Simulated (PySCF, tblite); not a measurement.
**C2H5BrSi: dynamics, then NMR shifts on frames**

Aim: move C2H5BrSi (`Br[SiH]1CC1`) away from its starting geometry and see how NMR shifts follow the geometry.

Programs: tblite 0.8.0 and PySCF 2.14.0, with density-fitted response routines of our own. Each step states its level of theory. These are calculated values for one molecule in the gas phase, unless marked as measured. Atoms are numbered from 0 throughout.

## (1) Starting geometry

9 atoms, charge 0, multiplicity 1; geometry from: GFN2-xTB.

Bonds of the start (Å): Br0–Si1 2.22, Si1–C2 1.87, C2–C3 1.55, C3–Si1 1.87, Si1–H4 1.44, C2–H5 1.08, C2–H6 1.08, C3–H7 1.08, C3–H8 1.08.

## (2) A short Langevin run with GFN2-xTB

What the job is given:

```
{"job": {"kind": "md", "xc": "GFN2-xTB", "basis": "xTB", "temperature": 400, "steps": 2000, "every": 50, "frames": 5}, "charge": 0, "multiplicity": 1}
Br     2.656002    -0.061838    -1.018735
Si     0.992418     0.014973     0.451041
C     -0.617568    -0.773965    -0.090083
C     -0.609950     0.773005    -0.153590
H      1.512314     0.070121     1.793271
H     -1.284193    -1.209535     0.640283
H     -0.687210    -1.284141    -1.041313
H     -1.273877     1.272542     0.537110
H     -0.674374     1.204831    -1.143162
```

Method: GFN2-xTB Langevin dynamics, gas phase.

Command:

```console
$ OMP_NUM_THREADS=1 python probes_run.py task.json out
```

One launch serves the whole session: the jobs run in the order shown.

The log of the run:

```text
t/fs     T/K      E/eV
    0.0   372.1   -343.54452
   25.0   244.4   -343.24685
   50.0   332.2   -343.35578
   75.0   254.0   -343.31468
  100.0   387.9   -343.24273
  125.0   316.7   -343.28811
  150.0   394.5   -343.25360
  175.0   476.3   -343.38692
  200.0   272.6   -343.31464
  225.0   337.4   -343.29610
  250.0   385.0   -343.18253
  275.0   381.1   -343.13361
  300.0   303.8   -342.91519
  325.0   247.7   -343.05666
  350.0   380.5   -343.27567
  375.0   393.9   -343.25690
  400.0   384.9   -343.34576
  425.0   379.5   -343.26548
  450.0   297.6   -343.25536
  475.0   400.6   -343.21203
  500.0   476.7   -343.13613
  525.0   418.8   -342.95339
  550.0   656.9   -343.00728
  575.0   592.2   -342.95003
  600.0   538.6   -343.10929
  625.0   350.1   -343.09306
  650.0   287.7   -343.22798
  675.0   534.3   -343.29090
  700.0   311.1   -342.99571
  725.0   533.5   -343.24898
  750.0   525.1   -343.14587
  775.0   756.0   -343.18298
  800.0   517.7   -343.14683
  825.0   424.0   -343.21948
  850.0   454.0   -343.06685
  875.0   639.5   -343.26605
  900.0   515.3   -343.29906
  925.0   330.6   -343.17349
  950.0   354.3   -343.23364
  975.0   445.4   -343.17995
 1000.0   454.9   -343.24421
```

It took 8 s on 1 thread of Arm Neoverse V1, shared host; peak memory 0.18 GiB.

Distance from the start (root mean square after alignment): 0 fs 0.00 Å, 200 fs 0.12 Å, 400 fs 0.11 Å, 600 fs 0.10 Å, 800 fs 0.19 Å, 1000 fs 0.20 Å.

Positions (Å) and forces (eV/Å) at 1000 fs:

```xyz
9

Br    1.342    0.583   -0.470   -0.013    0.026    0.365
Si   -0.604    0.108    0.520   -0.670    0.770   -1.894
C    -1.889    0.043   -0.892   -0.279    0.243    0.701
C    -2.088    1.217    0.178   -0.016   -0.560   -0.507
H    -0.700   -0.637    1.692    0.312   -0.794    1.005
H    -2.677   -0.762   -0.923    0.851    1.174   -0.097
H    -1.552    0.405   -1.892   -0.509   -0.479    0.919
H    -2.933    1.076    0.874    0.458    0.188   -0.598
H    -2.008    2.246   -0.191   -0.133   -0.570    0.107
```

## (3) Nuclear shieldings: 250 fs, PBE0/pcSseg-1

What the job is given:

```
{"job": {"kind": "nmr", "xc": "PBE0", "basis": "pcSseg-1", "pop": false}, "charge": 0, "multiplicity": 1}
Br     2.627000    -0.036300    -0.686900
Si     0.754300    -0.222800     0.389000
C     -0.485500    -1.566800     0.004200
C     -0.926700    -0.082700    -0.369500
H      0.878700     0.070000     1.794300
H     -1.101200    -1.978300     0.745000
H     -0.344800    -2.016000    -0.891600
H     -1.830600     0.236800     0.176800
H     -1.041700     0.088100    -1.395200
```

Level: GIAO PBE0/pcSseg-1 NMR shielding, non-relativistic, gas phase.

The log of the run:

```text
coarse grid: 36464 points
cycle   1  E = -2941.9925214832  dE = -7.361e-01  |g| = 7.896e-01  |ddm| = 2.850e+00
cycle   2  E = -2941.9482864029  dE =  4.424e-02  |g| = 6.643e-01  |ddm| = 1.043e+00
cycle   3  E = -2942.0352990775  dE = -8.701e-02  |g| = 2.070e-01  |ddm| = 8.856e-01
cycle   4  E = -2942.0474835278  dE = -1.218e-02  |g| = 2.595e-02  |ddm| = 2.374e-01
cycle   5  E = -2942.0475746144  dE = -9.109e-05  |g| = 6.438e-03  |ddm| = 2.184e-02
cycle   6  E = -2942.0475851255  dE = -1.051e-05  |g| = 2.143e-03  |ddm| = 8.572e-03
cycle   7  E = -2942.0475861366  dE = -1.011e-06  |g| = 5.352e-04  |ddm| = 2.164e-03
final grid: 74280 points
cycle   8  E = -2942.0475966998  dE = -6.097e-09  |g| = 6.367e-04  |ddm| = 1.410e-03
cycle   9  E = -2942.0475966581  dE =  4.170e-08  |g| = 7.767e-04  |ddm| = 1.202e-03
cycle  10  E = -2942.0475967767  dE = -1.186e-07  |g| = 6.535e-05  |ddm| = 6.286e-04
cycle  11  E = -2942.0475967776  dE = -8.899e-10  |g| = 6.561e-06  |ddm| = 6.032e-05
converged SCF energy = -2942.0475967776

GIAO shielding tensors (ppm)
atom      isotropic    diamagn.    paramagn.     s11        s22        s33       span
  0 Br    2857.906    3124.439    -266.533   2600.875   2797.567   3175.275    574.400
  1 Si     412.834     879.320    -466.486    287.122    329.521    621.858    334.735
  2 C      196.479     256.736     -60.257    179.928    185.612    223.895     43.967
  3 C      184.111     254.689     -70.578    164.300    182.128    205.905     41.605
  4 H       27.296      28.514      -1.218     21.012     25.090     35.787     14.774
  5 H       32.219      31.783       0.436     25.797     27.979     42.881     17.083
  6 H       32.661      33.213      -0.552     27.685     29.659     40.640     12.955
  7 H       30.573      30.660      -0.087     24.581     26.746     40.391     15.810
  8 H       31.562      32.631      -1.069     27.142     28.544     39.000     11.858
```

It took 8.1 s on 1 thread of Arm Neoverse V1, shared host; peak memory 0.58 GiB.

Shifts follow as δ = σ(reference) − σ, with reference shieldings (ppm) from runs at the same level and on the same kind of geometry: 1H TMS 31.72, 13C TMS 186.9, 29Si TMS 349.2, 79Br HBr 2622. The references are single molecules in the gas phase. Each atom is listed at this fixed geometry, with no averaging over motion; a spectrum would average atoms that exchange fast.

```csv
atoms,environment,σ (ppm),δ (ppm)
C3,three-membered-ring carbon,184.1,2.8
C2,three-membered-ring carbon,196.5,-9.6
H4,"hydrogen on a silicon bonded to 2 C, Br, in a 3-membered ring",27.30,4.42
H7,hydrogen on a three-membered-ring carbon,30.57,1.14
H8,hydrogen on a three-membered-ring carbon,31.56,0.16
H5,hydrogen on a three-membered-ring carbon,32.22,-0.50
H6,hydrogen on a three-membered-ring carbon,32.66,-0.94
Br0,bromine bonded to Si,2858,-236
Si1,"silicon bonded to 2 C, Br, H, in a 3-membered ring",412.8,-63.7
```

Ring of atoms Si1, C2, C3: NICS(0) -25.1, NICS(1) -7.1, NICS(1)zz -13.5 ppm (means of both faces).

The two faces differ (NICS(1)zz -10.2 and -16.8 ppm).

In rings of three or four atoms NICS is ruled by the nearby σ bonds, so it says little on aromaticity.

## (4) Shielding tensors: 425 fs, PBE0/pcSseg-1

What the job is given:

```
{"job": {"kind": "nmr", "xc": "PBE0", "basis": "pcSseg-1", "pop": false}, "charge": 0, "multiplicity": 1}
Br     2.557800    -0.234500    -0.846100
Si     0.528900    -0.282800     0.315400
C     -0.620200    -1.689000    -0.219800
C     -0.928700    -0.232400    -0.821500
H      0.771100     0.434600     1.500700
H     -1.354500    -2.063600     0.483200
H     -0.215600    -2.422400    -0.876800
H     -1.902100     0.006100    -0.551600
H     -0.749400    -0.082500    -1.841500
```

Method: GIAO PBE0/pcSseg-1 NMR shielding, non-relativistic, gas phase.

The log of the run:

```text
coarse grid: 36464 points
cycle   1  E = -2941.9964695000  dE = -8.933e-01  |g| = 7.665e-01  |ddm| = 2.798e+00
cycle   2  E = -2941.9607775725  dE =  3.569e-02  |g| = 6.044e-01  |ddm| = 9.816e-01
cycle   3  E = -2942.0338785896  dE = -7.310e-02  |g| = 2.189e-01  |ddm| = 8.282e-01
cycle   4  E = -2942.0475903861  dE = -1.371e-02  |g| = 2.880e-02  |ddm| = 2.408e-01
cycle   5  E = -2942.0477041735  dE = -1.138e-04  |g| = 9.753e-03  |ddm| = 2.848e-02
cycle   6  E = -2942.0477296053  dE = -2.543e-05  |g| = 2.129e-03  |ddm| = 1.112e-02
cycle   7  E = -2942.0477303964  dE = -7.911e-07  |g| = 5.395e-04  |ddm| = 2.217e-03
final grid: 74280 points
cycle   8  E = -2942.0477509944  dE = -2.045e-08  |g| = 5.975e-04  |ddm| = 1.738e-03
cycle   9  E = -2942.0477509655  dE =  2.883e-08  |g| = 6.864e-04  |ddm| = 1.152e-03
cycle  10  E = -2942.0477510683  dE = -1.028e-07  |g| = 7.808e-05  |ddm| = 6.052e-04
cycle  11  E = -2942.0477510696  dE = -1.260e-09  |g| = 5.862e-06  |ddm| = 6.899e-05
cycle  12  E = -2942.0477510696  dE = -1.546e-11  |g| = 2.308e-06  |ddm| = 1.277e-05
converged SCF energy = -2942.0477510696

GIAO shielding tensors (ppm)
atom      isotropic    diamagn.    paramagn.     s11        s22        s33       span
  0 Br    2699.780    3124.480    -424.700   2347.684   2648.909   3102.747    755.063
  1 Si     386.643     878.459    -491.815    224.847    315.607    619.476    394.629
  2 C      182.521     257.293     -74.772    162.928    172.969    211.667     48.739
  3 C      190.989     254.095     -63.106    173.918    182.956    216.095     42.177
  4 H       26.923      28.588      -1.665     20.641     24.433     35.694     15.052
  5 H       30.720      30.753      -0.033     25.199     26.922     40.039     14.840
  6 H       31.034      30.806       0.228     25.532     28.784     38.785     13.253
  7 H       31.722      32.391      -0.670     24.788     28.774     41.603     16.815
  8 H       31.797      31.921      -0.123     26.197     29.358     39.837     13.640
```

Run time: 8.1 s. Hardware: 1 thread of Arm Neoverse V1, shared host; peak memory 0.63 GiB.

In short: δ C2 4.4, C3 -4.1, Br0 -78, Si1 -37.5, H4 4.79, H5 1.00 ppm.

## (5) NMR shieldings: 625 fs, PBE0/pcSseg-1

What the job is given:

```
{"job": {"kind": "nmr", "xc": "PBE0", "basis": "pcSseg-1", "pop": false}, "charge": 0, "multiplicity": 1}
Br     2.070400    -0.341000    -0.739400
Si     0.185700     0.089200     0.336900
C     -1.204000    -1.122800    -0.247500
C     -1.308600     0.418100    -0.714300
H      0.309100     0.958300     1.447900
H     -2.054200    -1.344600     0.436100
H     -1.189300    -1.927600    -0.916500
H     -2.052600     0.877000    -0.198500
H     -1.324300     0.586700    -1.796400
```

With the program's defaults for keys left out, this is: GIAO PBE0/pcSseg-1 NMR shielding, non-relativistic, gas phase.

The log of the run:

```text
coarse grid: 36464 points
cycle   1  E = -2941.9855768618  dE = -8.499e-01  |g| = 7.778e-01  |ddm| = 2.830e+00
cycle   2  E = -2941.9389952768  dE =  4.658e-02  |g| = 6.503e-01  |ddm| = 1.080e+00
cycle   3  E = -2942.0247325080  dE = -8.574e-02  |g| = 2.245e-01  |ddm| = 9.222e-01
cycle   4  E = -2942.0392397187  dE = -1.451e-02  |g| = 3.234e-02  |ddm| = 2.557e-01
cycle   5  E = -2942.0393907045  dE = -1.510e-04  |g| = 1.151e-02  |ddm| = 3.055e-02
cycle   6  E = -2942.0394249050  dE = -3.420e-05  |g| = 2.323e-03  |ddm| = 1.151e-02
cycle   7  E = -2942.0394258563  dE = -9.513e-07  |g| = 6.357e-04  |ddm| = 2.377e-03
final grid: 74280 points
cycle   8  E = -2942.0394256823  dE = -3.041e-09  |g| = 7.018e-04  |ddm| = 1.567e-03
cycle   9  E = -2942.0394256269  dE =  5.540e-08  |g| = 8.321e-04  |ddm| = 1.492e-03
cycle  10  E = -2942.0394258072  dE = -1.803e-07  |g| = 9.092e-05  |ddm| = 8.095e-04
cycle  11  E = -2942.0394258088  dE = -1.621e-09  |g| = 6.772e-06  |ddm| = 8.356e-05
cycle  12  E = -2942.0394258089  dE = -1.273e-11  |g| = 3.653e-06  |ddm| = 1.454e-05
converged SCF energy = -2942.0394258089

GIAO shielding tensors (ppm)
atom      isotropic    diamagn.    paramagn.     s11        s22        s33       span
  0 Br    2782.998    3124.743    -341.745   2456.931   2732.229   3159.833    702.902
  1 Si     416.465     878.337    -461.872    287.749    318.882    642.763    355.014
  2 C      179.248     253.728     -74.480    145.783    179.264    212.696     66.912
  3 C      187.748     255.270     -67.522    171.494    176.527    215.224     43.730
  4 H       27.149      28.238      -1.089     20.823     24.966     35.659     14.836
  5 H       30.237      29.785       0.453     24.051     26.833     39.828     15.778
  6 H       31.081      31.755      -0.674     26.290     28.552     38.402     12.112
  7 H       33.333      33.424      -0.091     26.943     29.314     43.741     16.798
  8 H       30.152      30.182      -0.030     25.661     27.015     37.781     12.119
```

It took 8 s on 1 thread of Arm Neoverse V1, shared host; peak memory 0.65 GiB.

In short: δ C2 7.7, C3 -0.8, Br0 -161, Si1 -67.3, H4 4.57, H8 1.56 ppm.

## (6) Nuclear shieldings: 800 fs, PBE0/pcSseg-1

What the job is given:

```
{"job": {"kind": "nmr", "xc": "PBE0", "basis": "pcSseg-1", "pop": false}, "charge": 0, "multiplicity": 1}
Br     1.621000     0.010100    -0.766300
Si    -0.286100     0.509100     0.369800
C     -1.701000    -0.642600    -0.099500
C     -1.974600     0.872800    -0.191100
H      0.047400     0.518000     1.810600
H     -2.215400    -1.093700     0.732700
H     -1.609300    -1.122100    -1.059800
H     -2.714200     1.248000     0.407500
H     -2.105700     1.229300    -1.206200
```

Method: GIAO PBE0/pcSseg-1 NMR shielding, non-relativistic, gas phase.

The log of the run:

```text
coarse grid: 36464 points
cycle   1  E = -2941.9889277481  dE = -7.954e-01  |g| = 7.860e-01  |ddm| = 2.827e+00
cycle   2  E = -2941.9378470476  dE =  5.108e-02  |g| = 6.706e-01  |ddm| = 1.039e+00
cycle   3  E = -2942.0305770853  dE = -9.273e-02  |g| = 2.289e-01  |ddm| = 8.948e-01
cycle   4  E = -2942.0456591808  dE = -1.508e-02  |g| = 2.644e-02  |ddm| = 2.510e-01
cycle   5  E = -2942.0457507802  dE = -9.160e-05  |g| = 7.540e-03  |ddm| = 2.615e-02
cycle   6  E = -2942.0457673691  dE = -1.659e-05  |g| = 2.417e-03  |ddm| = 1.138e-02
cycle   7  E = -2942.0457685805  dE = -1.211e-06  |g| = 5.369e-04  |ddm| = 2.890e-03
final grid: 74280 points
cycle   8  E = -2942.0457639799  dE = -1.809e-08  |g| = 6.300e-04  |ddm| = 1.523e-03
cycle   9  E = -2942.0457639640  dE =  1.588e-08  |g| = 7.343e-04  |ddm| = 1.334e-03
cycle  10  E = -2942.0457640395  dE = -7.543e-08  |g| = 4.771e-05  |ddm| = 6.727e-04
cycle  11  E = -2942.0457640401  dE = -5.994e-10  |g| = 9.025e-06  |ddm| = 5.319e-05
converged SCF energy = -2942.0457640401

GIAO shielding tensors (ppm)
atom      isotropic    diamagn.    paramagn.     s11        s22        s33       span
  0 Br    2759.667    3125.242    -365.575   2321.895   2795.294   3161.813    839.918
  1 Si     400.449     879.769    -479.320    231.230    320.836    649.281    418.051
  2 C      192.630     257.376     -64.746    172.014    177.859    228.018     56.003
  3 C      179.083     256.753     -77.671    162.481    183.997    190.769     28.288
  4 H       26.786      28.052      -1.266     20.424     24.466     35.469     15.045
  5 H       31.074      31.252      -0.179     25.486     26.710     41.025     15.539
  6 H       31.208      31.854      -0.646     26.401     28.168     39.056     12.655
  7 H       32.204      31.767       0.437     26.171     27.939     42.501     16.330
  8 H       29.876      30.474      -0.598     25.829     26.814     36.985     11.155
```

Wall time 7.8 s (1 thread of Arm Neoverse V1, shared host); peak memory 0.61 GiB.

In short: δ C3 7.8, C2 -5.7, Br0 -138, Si1 -51.3, H4 4.93, H8 1.84 ppm.

## (7) NMR shieldings: 1000 fs, PBE0/pcSseg-1

What the job is given:

```
{"job": {"kind": "nmr", "xc": "PBE0", "basis": "pcSseg-1", "pop": false}, "charge": 0, "multiplicity": 1}
Br     1.341700     0.582800    -0.470000
Si    -0.603600     0.108500     0.519600
C     -1.889300     0.042800    -0.892400
C     -2.088300     1.216900     0.177900
H     -0.700400    -0.637200     1.692100
H     -2.676800    -0.762400    -0.923000
H     -1.552300     0.405400    -1.892400
H     -2.933000     1.075700     0.873600
H     -2.007800     2.246200    -0.190500
```

Method: GIAO PBE0/pcSseg-1 NMR shielding, non-relativistic, gas phase.

The log of the run:

```text
coarse grid: 36464 points
cycle   1  E = -2942.0012242051  dE = -9.469e-01  |g| = 7.642e-01  |ddm| = 2.808e+00
cycle   2  E = -2941.9585060363  dE =  4.272e-02  |g| = 6.240e-01  |ddm| = 1.005e+00
cycle   3  E = -2942.0335434422  dE = -7.504e-02  |g| = 2.318e-01  |ddm| = 8.752e-01
cycle   4  E = -2942.0490061249  dE = -1.546e-02  |g| = 2.833e-02  |ddm| = 2.566e-01
cycle   5  E = -2942.0491104482  dE = -1.043e-04  |g| = 6.620e-03  |ddm| = 2.395e-02
cycle   6  E = -2942.0491226834  dE = -1.224e-05  |g| = 2.163e-03  |ddm| = 9.752e-03
cycle   7  E = -2942.0491237064  dE = -1.023e-06  |g| = 5.248e-04  |ddm| = 2.514e-03
final grid: 74280 points
cycle   8  E = -2942.0491551504  dE = -1.969e-08  |g| = 6.291e-04  |ddm| = 1.446e-03
cycle   9  E = -2942.0491551224  dE =  2.798e-08  |g| = 7.527e-04  |ddm| = 1.284e-03
cycle  10  E = -2942.0491552131  dE = -9.069e-08  |g| = 5.413e-05  |ddm| = 6.580e-04
cycle  11  E = -2942.0491552138  dE = -6.717e-10  |g| = 8.691e-06  |ddm| = 5.313e-05
converged SCF energy = -2942.0491552138

GIAO shielding tensors (ppm)
atom      isotropic    diamagn.    paramagn.     s11        s22        s33       span
  0 Br    2760.835    3125.755    -364.920   2381.069   2731.732   3169.704    788.636
  1 Si     415.553     879.584    -464.031    274.099    328.900    643.660    369.561
  2 C      174.721     256.190     -81.469    145.075    163.145    215.944     70.869
  3 C      175.822     257.323     -81.501    155.583    171.434    200.449     44.865
  4 H       27.850      29.075      -1.225     21.491     25.526     36.533     15.042
  5 H       29.307      29.105       0.202     24.199     25.303     38.419     14.220
  6 H       29.998      30.747      -0.749     24.947     28.151     36.897     11.950
  7 H       30.650      29.388       1.262     25.260     26.329     40.362     15.102
  8 H       29.679      30.064      -0.384     25.171     26.953     36.914     11.742
```

Run time: 7.8 s. Hardware: 1 thread of Arm Neoverse V1, shared host; peak memory 0.63 GiB.

Key values: δ C2 12.2, C3 11.1, Br0 -139, Si1 -66.4, H4 3.87, H5 2.41 ppm.

## (8) Comparing the runs: NMR shifts

Shifts (ppm) of some atoms, chosen among heavy atoms and hydrogens apart, with basis size and wall time:

```csv
frame,C3,C2,H7,H5,H6,Br0,Si1,functions,time
250 fs,2.8,-9.6,1.14,-0.50,-0.94,-236,-63.7,124,8.1 s
425 fs,-4.1,4.4,-0.01,1.00,0.68,-78,-37.5,124,8.1 s
625 fs,-0.8,7.7,-1.62,1.48,0.64,-161,-67.3,124,8 s
800 fs,7.8,-5.7,-0.49,0.64,0.51,-138,-51.3,124,7.8 s
1000 fs,11.1,12.2,1.07,2.41,1.72,-139,-66.4,124,7.8 s
```

## (9) Outcome

| quantity | value |
| --- | --- |
| thermostat | 400 K |
| mean temperature, second half | 482 K |
| mean potential energy above the minimum | 0.39 eV |
| 13C shifts against TMS (PBE0/pcSseg-1, 250 fs) | 2.8, -9.6 ppm |
| 1H shifts against TMS (PBE0/pcSseg-1, 250 fs) | 4.42, 1.14, 0.16, -0.50, -0.94 ppm |
| 79Br shifts against HBr (PBE0/pcSseg-1, 250 fs) | -236 ppm |
| 29Si shifts against TMS (PBE0/pcSseg-1, 250 fs) | -63.7 ppm |
| range of the shift of Br0 | -236 to -78 ppm |

In the second half the potential energy averages 0.39 eV above the minimum; equipartition over 21 harmonic modes at 400 K would give 0.36 eV. With 9 atoms the temperature swings widely (244 to 756 K). Shifts at one fixed geometry are not the observed spectrum, which averages over the motion. In the first frame run (250 fs): The widest tensor belongs to Br0: span 574 ppm, with a paramagnetic part of -267 ppm. In ppm, Br0 moves most: its shift spreads over 158 ppm, from -236 (250 fs) to -78 (425 fs). Spin-orbit coupling is left out, which matters for shieldings and couplings at and beside the heavy atoms.
